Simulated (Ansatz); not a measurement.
What does this script print? It uses the Ansatz DFT code, driven from Python.

The script, `limg3.py`:
```python
# -*- coding: utf-8 -*-
"""Formation energy of LiMg3 from the elements, after relaxing cells and atoms."""

from collections import Counter
from dataclasses import dataclass

import ansatz as az
import numpy as np


@dataclass
class Settings:
    functional: str = "PBEsol"
    tolerance: float = 1e-07
    max_iterations: int = 100
    n_empty: int = 16
    ecut: int = 530
    k_spacing: float = 0.3
    occupations: str = "fermi_dirac"
    sigma: float = 0.05


settings = Settings()

PHASES = {
    "LiMg3": (
        [[6.271041, 0.0, 0.0], [-3.135521, 5.430881, 0.0], [0.0, 0.0, 5.064947]],
        [
            ("Li", [2 / 3, 1 / 3, 0.75]),
            ("Li", [1 / 3, 2 / 3, 0.25]),
            ("Mg", [0.167369, 0.334737, 0.75]),
            ("Mg", [0.665263, 0.832631, 0.75]),
            ("Mg", [0.167369, 0.832631, 0.75]),
            ("Mg", [0.832631, 0.167369, 0.25]),
            ("Mg", [0.832631, 0.665263, 0.25]),
            ("Mg", [0.334737, 0.167369, 0.25]),
        ],
    ),
    "Li": (
        [[-1.75465, 1.75465, 1.75465], [1.75465, -1.75465, 1.75465], [1.75465, 1.75465, -1.75465]],
        [
            ("Li", [0.0, 0.0, 0.0]),
        ],
    ),
    "Mg": (
        [[3.2093, 0.0, 0.0], [-1.60465, 2.779335, 0.0], [0.0, 0.0, 5.2103]],
        [
            ("Mg", [1 / 3, 2 / 3, 0.25]),
            ("Mg", [2 / 3, 1 / 3, 0.75]),
        ],
    ),
}


def build(vectors, sites):
    crystal = az.Crystal(lattice=az.Lattice.of(vectors))
    for symbol, position in sites:
        crystal = crystal.atom(symbol, position)
    return crystal


def run_phase(name, crystal):
    calc = crystal.calculation()
    calc = calc.functional(settings.functional).scf(tolerance=settings.tolerance, max_iterations=settings.max_iterations, extra_bands=settings.n_empty)
    calc = calc.basis(settings.ecut).accuracy("medium")
    calc = calc.kpoints(spacing=settings.k_spacing)
    calc = calc.occupations(settings.occupations, width=settings.sigma)
    calc = calc.stress()
    calc = calc.relax(force_tolerance=0.03, cell=True)
    return calc.run()


def counts(outcome):
    return Counter(site.symbol for site in outcome.lattice.sites)

def formation_energy(outcome, mu):
    n = counts(outcome)
    return (outcome.report["energy_sigma0_ev"] - sum(k * mu[element] for element, k in n.items())) / sum(n.values())


def volume_per_atom(outcome):
    return abs(np.linalg.det(outcome.lattice.cell_ang)) / len(outcome.lattice.sites)

phases = {name: build(*cell) for name, cell in PHASES.items()}

done = {}
for name, crystal in phases.items():
    done[name] = run_phase(name, crystal)
    print(f"{name}: {done[name].report['energy_sigma0_ev']:.4f} eV, {len(done[name].lattice.sites)} atoms")

# energy of one atom in its reference phase
references = {"Li": "Li", "Mg": "Mg"}
mu = {element: done[name].report["energy_sigma0_ev"] / len(done[name].lattice.sites) for element, name in references.items()}

target = done["LiMg3"]
heat = formation_energy(target, mu)
n = counts(target)
print("cell content:", dict(n), " volume", round(volume_per_atom(target), 3), "A^3/atom")
print("formation energy", round(heat, 4), "eV/atom,", round(heat * sum(n.values()), 4), "eV per cell")
print("bound against the elements" if heat < 0 else "unbound against the elements")
```

```console
$ python limg3.py
DeckWarning: the atoms were moved onto the symmetric positions of the space group found under crystal.symmetry.tolerance 1.0e-5 (fractional; no operation is sought that the atoms, as they stand in a round, miss by more than twice it, and no atom is moved by as much as it), and the run uses the moved positions. Before [...]
DeckWarning: relax.cell: scf.convergence.dr2_threshold = 1e-7 eV (the SCF's general default) is looser than the 8e-10 eV advised for a relaxation that steers and ends on the stress (1e-10 eV for each atom of the cell: 8). What an SCF threshold leaves in a stress goes as its square root, and in the free energy as the [...]
LiMg3: -11878.4851 eV, 8 atoms
DeckWarning: relax.cell: scf.convergence.dr2_threshold = 1e-7 eV (the SCF's general default) is looser than the 1e-10 eV advised for a relaxation that steers and ends on the stress (1e-10 eV for each atom of the cell: 1). What an SCF threshold leaves in a stress goes as its square root, and in the free energy as the [...]
Li: -203.0006 eV, 1 atoms
DeckWarning: relax.cell: scf.convergence.dr2_threshold = 1e-7 eV (the SCF's general default) is looser than the 2e-10 eV advised for a relaxation that steers and ends on the stress (1e-10 eV for each atom of the cell: 2). What an SCF threshold leaves in a stress goes as its square root, and in the free energy as the [...]
Mg: -3824.1289 eV, 2 atoms
cell content: {<Element.LI: 'Li'>: 2, <Element.MG: 'Mg'>: 6}  volume 21.54 A^3/atom
formation energy -0.0121 eV/atom, -0.0971 eV per cell
bound against the elements
```
(Warnings from the package without file and line, shortened.)

Reading the output:
- The settings weren't tested for convergence.
- For the metals among these phases the mesh is modest: differences between phases can be off by up to 40 meV an atom.
- The cells come from databases of deposited and of computed structures, and not all need be stable phases.
- The compound is the structure given, not necessarily its lowest; energies are at zero temperature, with no correction for gases. A semilocal functional's error on such energies is often 0.05 to 0.1 eV an atom, and 0.1 to 0.3 eV against gases such as O2 or F2.
- The whole script took 21 s on 1 thread of Arm Neoverse V1, with other jobs on the host, peak memory 0.54 GiB.
